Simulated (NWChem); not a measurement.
# One shape, several levels: Si2H3OF (SMILES F[Si]O[SiH3])

We compute a comparison of 6 runs (HF/STO-3G, HF/3-21G, B3LYP/6-31G*, PBE/cc-pVDZ, PBE0/def2-SVPD) of Si2H3OF. 

Program for the calculation: NWChem 7.3.0.

### 1 The molecule

Si2H3OF: 7 atoms, total charge 0, spin state singlet. As SMILES, `F[Si]O[SiH3]`. The coordinates come from a PBE0-D4/def2-TZVP relaxation. This is one conformer, not always the lowest.

Bond lengths: F1–Si2 1.617 Å, Si2–O3 1.630 Å, O3–Si4 1.657 Å, Si4–H5 1.482 Å, Si4–H6 1.483 Å, Si4–H7 1.483 Å. Angles: F1–Si2–O3 101.9°, Si2–O3–Si4 146.4°, O3–Si4–H5 107.7°, O3–Si4–H6 109.7°, O3–Si4–H7 109.7°, H5–Si4–H6 109.9°, H5–Si4–H7 109.9°, H6–Si4–H7 109.9°.

### 2 Energy and gradient at HF/STO-3G (run 1)

fh3osi2.nw reads:

```
echo
START fh3osi2
memory 2200 mb
charge 0

GEOMETRY units bohr noautosym nocenter noautoz
   F   1.20810191 -3.45725395  3.04000242
   Si -0.81012559 -4.09220192  0.83431408
   O  -1.01723957 -1.39178329 -0.63230236
   Si -0.04837699  1.58188974 -0.76855161
   H  -1.33244589  2.79811747 -2.93946899
   H  -0.72886737  2.90602083  1.60626721
   H   2.72876452  1.65502214 -1.14007177
END

BASIS spherical bse
   * library STO-3G
END

SCF
   thresh 1e-08
   maxiter 80
   print low
END

TASK scf gradient
```

Launch:

```
$ nwchem fh3osi2.nw > fh3osi2.out
```

What it wrote:

```text
[...]
  functions       =    31
[...]
  wavefunction    = RHF
[...]
         Total SCF energy =   -744.871051873303
      One-electron energy =  -1462.604428565523
      Two-electron energy =    506.709740873003
 Nuclear repulsion energy =    211.023635819217
        Time for solution =      0.8s
[...]
                         RHF ENERGY GRADIENTS
    atom               coordinates                        gradient
                 x          y          z           x          y          z
   1 F       1.208102  -3.457254   3.040002    0.004685  -0.012610   0.011428
   2 Si     -0.810126  -4.092202   0.834314    0.003667  -0.002821   0.005795
   3 O      -1.017240  -1.391783  -0.632302   -0.008100   0.005781  -0.012590
   4 Si     -0.048377   1.581890  -0.768552   -0.006276  -0.011405  -0.002641
   5 H      -1.332446   2.798117  -2.939469   -0.014963   0.011415  -0.024045
   6 H      -0.728867   2.906021   1.606267   -0.008586   0.011729   0.026185
   7 H       2.728765   1.655022  -1.140072    0.029572  -0.002089  -0.004132
 Task  times  cpu:        1.0s     wall:        1.0s
 Total times  cpu:        1.1s     wall:        1.1s
```

It took 1.5 s on 1 thread of AMD EPYC 9R45 (Zen 5), shared host; peak memory 0.099 GiB.

### 3 Energy and forces at HF/3-21G (run 2)

m1.nw reads:

```
START m1
memory stack 880 mb heap 220 mb global 1100 mb
GEOMETRY noautosym nocenter noautoz
  F     0.639300   -1.829500    1.608700
  Si   -0.428700   -2.165500    0.441500
  O    -0.538300   -0.736500   -0.334600
  Si   -0.025600    0.837100   -0.406700
  H    -0.705100    1.480700   -1.555500
  H    -0.385700    1.537800    0.850000
  H     1.444000    0.875800   -0.603300
END
BASIS "ao basis" spherical bse
  F library 3-21G
  Si library 3-21G
  O library 3-21G
  H library 3-21G
END
SCF
  thresh 1e-08
  maxiter 80
  print medium
END
TASK scf gradient
```

Launch:

```
$ nwchem m1.nw > m1.out
```

What it wrote:

```text
[...]
  functions       =    50
[...]
  wavefunction    = RHF
[...]
         Total SCF energy =   -750.020662045257
      One-electron energy =  -1462.384268990924
      Two-electron energy =    501.339955975849
 Nuclear repulsion energy =    211.023650969818
        Time for solution =      0.9s
[...]
                         RHF ENERGY GRADIENTS
    atom               coordinates                        gradient
                 x          y          z           x          y          z
   1 F       1.208102  -3.457254   3.040002   -0.011331  -0.012970  -0.008196
   2 Si     -0.810126  -4.092202   0.834314    0.020553   0.029871   0.011989
   3 O      -1.017239  -1.391783  -0.632302   -0.007615   0.000149  -0.009462
   4 Si     -0.048377   1.581890  -0.768552    0.001630  -0.011427   0.007161
   5 H      -1.332446   2.798117  -2.939469   -0.001663  -0.002181  -0.001107
   6 H      -0.728867   2.906021   1.606267   -0.001355  -0.001517   0.000251
   7 H       2.728764   1.655022  -1.140072   -0.000220  -0.001925  -0.000635
[...]
```

It took 1.7 s on 1 thread of AMD EPYC 9R45 (Zen 5), shared host; peak memory 0.1 GiB.

Runs 3 to 4 aren't shown in full; the table further down has their settings and results.

### 4 Energy and gradient at PBE/cc-pVDZ (run 5)

fh3osi2.xyz reads:

```xyz
7
FH3OSi2
F      0.639300    -1.829500     1.608700
Si    -0.428700    -2.165500     0.441500
O     -0.538300    -0.736500    -0.334600
Si    -0.025600     0.837100    -0.406700
H     -0.705100     1.480700    -1.555500
H     -0.385700     1.537800     0.850000
H      1.444000     0.875800    -0.603300
```

run.py reads:

```python
from ase.io import read
from ase.calculators.nwchem import NWChem

mol = read('fh3osi2.xyz')

calc = NWChem(
    label='fh3osi2',
    theory='dft',
    memory='2200 mb',
    basis='cc-pVDZ',
    basispar='spherical bse',
    dft={'xc': 'xpbe96 cpbe96', 'mult': '1', 'grid': 'xfine', 'convergence': 'energy 1e-08', 'iterations': '100', 'mulliken': None, 'print': 'low'},
)
mol.calc = calc

forces = mol.get_forces()
e = mol.get_potential_energy()
print(f"E = {e:.6f} eV")
print("forces (eV/A):")
for s, f in zip(mol.symbols, forces):
    print(f"{s:2s} {f[0]:10.5f} {f[1]:10.5f} {f[2]:10.5f}")
```

Launch:

```
$ export ASE_NWCHEM_COMMAND="nwchem PREFIX.nwi > PREFIX.nwo"
$ python run.py
```

What it wrote:

```text
E = -20557.274940 eV
forces (eV/A):
F     1.39308    0.42783    1.52770
Si   -1.24904   -2.17844   -0.56508
O    -0.72490    0.00077   -0.89474
Si    0.43827    1.30427   -0.04458
H    -0.19237    0.18939   -0.32792
H    -0.09590    0.22302    0.36124
H     0.43081    0.03317   -0.05667
```

The calculator wrote fh3osi2.nwi:

```
title "fh3osi2"

permanent_dir fh3osi2

scratch_dir fh3osi2

start fh3osi2

geometry units angstrom nocenter noautosym noautoz
  F  6.3929999999999998e-01 -1.8294999999999999e+00 1.6087000000000000e+00
  Si -4.2870000000000003e-01 -2.1655000000000002e+00 4.4150000000000000e-01
  O  -5.3830000000000000e-01 -7.3650000000000004e-01 -3.3460000000000001e-01
  Si -2.5600000000000001e-02 8.3709999999999996e-01 -4.0670000000000001e-01
  H  -7.0509999999999995e-01 1.4806999999999999e+00 -1.5555000000000001e+00
  H  -3.8569999999999999e-01 1.5378000000000001e+00 8.4999999999999998e-01
  H  1.4440000000000000e+00 8.7580000000000002e-01 -6.0329999999999995e-01
end

memory 2200 mb

basis spherical bse noprint
   * library cc-pVDZ
end

dft
  xc xpbe96 cpbe96
  mult 1
  grid xfine
  convergence energy 1e-08
  iterations 100
  mulliken
  print low
end

task dft gradient
```

fh3osi2.nwo (excerpt; [...] marks lines left out):

```text
[...]
         Total DFT energy =     -755.465925976509
      One electron energy =    -1467.326184962271
           Coulomb energy =      562.420809286728
    Exchange-Corr. energy =      -61.584201270784
 Nuclear repulsion energy =      211.023650969818
[... 23 lines left out ...]
    Atom       Charge   Shell Charges
 -----------   ------   -------------------------------------------------------
[...]
                         DFT ENERGY GRADIENTS
    atom               coordinates                        gradient
                 x          y          z           x          y          z
   1 F       1.208102  -3.457254   3.040002   -0.027091  -0.008320  -0.029709
   2 Si     -0.810126  -4.092202   0.834314    0.024290   0.042364   0.010989
   3 O      -1.017239  -1.391783  -0.632302    0.014097  -0.000015   0.017400
   4 Si     -0.048377   1.581890  -0.768552   -0.008523  -0.025364   0.000867
   5 H      -1.332446   2.798117  -2.939469    0.003741  -0.003683   0.006377
   6 H      -0.728867   2.906021   1.606267    0.001865  -0.004337  -0.007025
   7 H       2.728764   1.655022  -1.140072   -0.008378  -0.000645   0.001102
 Task  times  cpu:       36.4s     wall:       36.4s
 Total times  cpu:       36.4s     wall:       36.4s
```

It took 37 s on 1 thread of AMD EPYC 9R45 (Zen 5), shared host; peak memory 0.14 GiB.

### 5 Energy and forces at PBE0/def2-SVPD (run 6)

fh3osi2.xyz: that of step 4 with these lines changed.

```diff
@@ -1,3 +1,3 @@
 7
-FH3OSi2
+FH3OSi2 PBE0
 F      0.639300    -1.829500     1.608700
```

run.py reads:

```python
from ase.io import read
from ase.calculators.nwchem import NWChem

molecule = read('fh3osi2.xyz')

calc = NWChem(
    label='fh3osi2',
    theory='dft',
    memory='2200 mb',
    basis='def2-SVPD',
    basispar='spherical bse',
    dft={'xc': 'pbe0', 'mult': '1', 'grid': 'fine', 'convergence': 'energy 1e-08', 'iterations': '100', 'mulliken': None},
)
molecule.calc = calc

forces = molecule.get_forces()
print("Total energy (eV):", round(molecule.get_potential_energy(), 6))
print("forces (eV/A):")
for s, f in zip(molecule.symbols, forces):
    print(f"{s:2s} {f[0]:10.5f} {f[1]:10.5f} {f[2]:10.5f}")
print("dipole (e A):", molecule.get_dipole_moment().round(4))
```

Launch:

```
$ export ASE_NWCHEM_COMMAND="nwchem PREFIX.nwi > PREFIX.nwo"
$ python run.py
```

What it wrote:

```text
Total energy (eV): -20550.849588
forces (eV/A):
F     0.86554    0.30961    0.92956
Si   -0.84209   -1.16327   -0.51797
O    -0.30524   -0.06042   -0.34931
Si    0.25099    0.82106   -0.05867
H    -0.06263    0.05075   -0.10156
H    -0.03414    0.05024    0.11303
H     0.12763   -0.00797   -0.01507
dipole (e A): [-0.0617  0.1573 -0.1465]
```

The calculator wrote fh3osi2.nwi:

```
title "fh3osi2"

permanent_dir fh3osi2

scratch_dir fh3osi2

start fh3osi2

geometry units angstrom nocenter noautosym noautoz
  F  6.3929999999999998e-01 -1.8294999999999999e+00 1.6087000000000000e+00
  Si -4.2870000000000003e-01 -2.1655000000000002e+00 4.4150000000000000e-01
  O  -5.3830000000000000e-01 -7.3650000000000004e-01 -3.3460000000000001e-01
  Si -2.5600000000000001e-02 8.3709999999999996e-01 -4.0670000000000001e-01
  H  -7.0509999999999995e-01 1.4806999999999999e+00 -1.5555000000000001e+00
  H  -3.8569999999999999e-01 1.5378000000000001e+00 8.4999999999999998e-01
  H  1.4440000000000000e+00 8.7580000000000002e-01 -6.0329999999999995e-01
end

memory 2200 mb

basis spherical bse noprint
   * library def2-SVPD
end

dft
  xc pbe0
  mult 1
  grid fine
  convergence energy 1e-08
  iterations 100
  mulliken
end

task dft gradient
```

fh3osi2.nwo (excerpt; [...] marks lines left out):

```text
[...]
         Total DFT energy =     -755.229798641898
[...]
  wavefunction    = closed shell
                         DFT ENERGY GRADIENTS
    atom               coordinates                        gradient
                 x          y          z           x          y          z
   1 F       1.208102  -3.457254   3.040002   -0.016832  -0.006021  -0.018077
   2 Si     -0.810126  -4.092202   0.834314    0.016376   0.022622   0.010073
   3 O      -1.017239  -1.391783  -0.632302    0.005936   0.001175   0.006793
   4 Si     -0.048377   1.581890  -0.768552   -0.004881  -0.015967   0.001141
   5 H      -1.332446   2.798117  -2.939469    0.001218  -0.000987   0.001975
   6 H      -0.728867   2.906021   1.606267    0.000664  -0.000977  -0.002198
   7 H       2.728764   1.655022  -1.140072   -0.002482   0.000155   0.000293
[...]
```

Wall time 19 s (1 thread of AMD EPYC 9R45 (Zen 5), shared host); peak memory 0.13 GiB.

### 6 The series

```
run                               level  Cartesian functions  iteration cap  energy (Eh)  largest force (eV/Å)  wall time
  1                           HF/STO-3G                   no             80  -744.871052                 1.570      1.5 s
  2                            HF/3-21G                   no             80  -750.020662                 1.964      1.7 s
  3  B3LYP/6-31G* (Cartesian functions)                  yes            100  -755.961792                 0.800       15 s
  4  B3LYP/6-31G* (spherical functions)                   no            100  -755.955903                 0.854       14 s
  5                         PBE/cc-pVDZ                   no            100  -755.465926                 2.574       37 s
  6                      PBE0/def2-SVPD                   no            100  -755.229799                 1.527       19 s
```

### 7 Outcome

| quantity | value |
| --- | --- |
| run 6: total energy | -755.22980 Eh |
| run 6: dipole moment | 1.07 D |
| run 6: HOMO energy | -7.79 eV |
| run 6: LUMO energy | -1.78 eV |
| run 6: HOMO–LUMO gap | 6.01 eV |
| run 6: largest force on an atom | 1.527 eV/Å |

In words: Totals of different functionals can't be ranked against each other. In run 1 the basis is minimal, so the values are rough. All runs together took 89 s, the longest 37 s.
